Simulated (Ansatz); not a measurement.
# BF₄HSi: how energies converge with the basis set

One table from this session's results is given with a row withheld; the runs are named, their logs left out.

Program: Ansatz 0.2.0, Gaussian basis. Level of theory: one geometry, several basis sets. These are calculated values, not measurements.

Plan: PBE0-D4/def2-SVP; ωB97M-V/def2-SVP; PBE0-D4/def2-QZVPP; ωB97M-V/def2-QZVPP; the functionals' def2-TZVPP values are taken from earlier runs.

### The geometry

All runs share one geometry, relaxed beforehand with PBE0-D4 in a triple-zeta def2 set.

SMILES `FB[Si](F)(F)F`, 7 atoms, charge 0, spin multiplicity 1.

Atoms are counted from 1 here; the program's logs count them from 0.

Bond lengths: F1–B2 1.314 Å, B2–Si3 2.032 Å, B2–H7 1.199 Å, Si3–F4 1.581 Å, Si3–F5 1.581 Å, Si3–F6 1.579 Å. Angles: F1–B2–Si3 119.5°, F1–B2–H7 117.7°, Si3–B2–H7 122.8°, B2–Si3–F4 110.4°, B2–Si3–F5 110.4°, B2–Si3–F6 113.7°, F4–Si3–F5 107.3°, F4–Si3–F6 107.3°, F5–Si3–F6 107.3°.

Set-up of the first run:

The input, in.yaml:

```yaml
crystal:
  periodic: [false, false, false]
  atoms:
    - {symbol: F, position_ang: [0.615116, -1.329056, 1.631132]}
    - {symbol: B, position_ang: [0.718749, -0.927224, 0.383872]}
    - {symbol: Si, position_ang: [-0.452958, 0.594564, -0.278401]}
    - {symbol: F, position_ang: [-1.353932, 0.112673, -1.485105]}
    - {symbol: F, position_ang: [0.438850, 1.789099, -0.805490]}
    - {symbol: F, position_ang: [-1.418336, 1.179539, 0.825419]}
    - {symbol: H, position_ang: [1.513712, -1.487494, -0.317025]}
basis:
  gaussian: {orbitals: def2-SVP}
hamiltonian: {xc: pbe0, dispersion: d4}
output: {orbitals: {seedname: orbitals}}
```

On the command line:

```bash
ansatz run in.yaml --threads 4 --pin off --events-out ev --progress --plain --max-ram 10444MiB
```

Steps of the session up to this table: PBE0-D4 in def2-SVP; ωB97M-V in def2-SVP; PBE0-D4 in def2-QZVPP; ωB97M-V in def2-QZVPP.

One table of the session follows, with a row left open; its other results are not shown here.

It belongs to the step «Density functionals: the series». 

| functional | basis | HOMO (eV) | LUMO (eV) |
| --- | --- | --- | --- |
| PBE0-D4 | def2-SVP | -9.09 | -2.38 |
| PBE0-D4 | def2-TZVPP | -9.19 | -2.51 |
| PBE0-D4 | def2-QZVPP | -9.22 | -2.54 |
| ωB97M-V | def2-SVP | ? | ? |
| ωB97M-V | def2-TZVPP | -11.41 | -0.44 |
| ωB97M-V | def2-QZVPP | -11.44 | -0.51 |

Estimate the missing values for ωB97M-V, def2-SVP.

**Answer.** HOMO (eV): -11.28; LUMO (eV): -0.24. In the column «HOMO (eV)» it lies between ωB97M-V, def2-TZVPP (-11.41) and PBE0-D4, def2-QZVPP (-9.22).
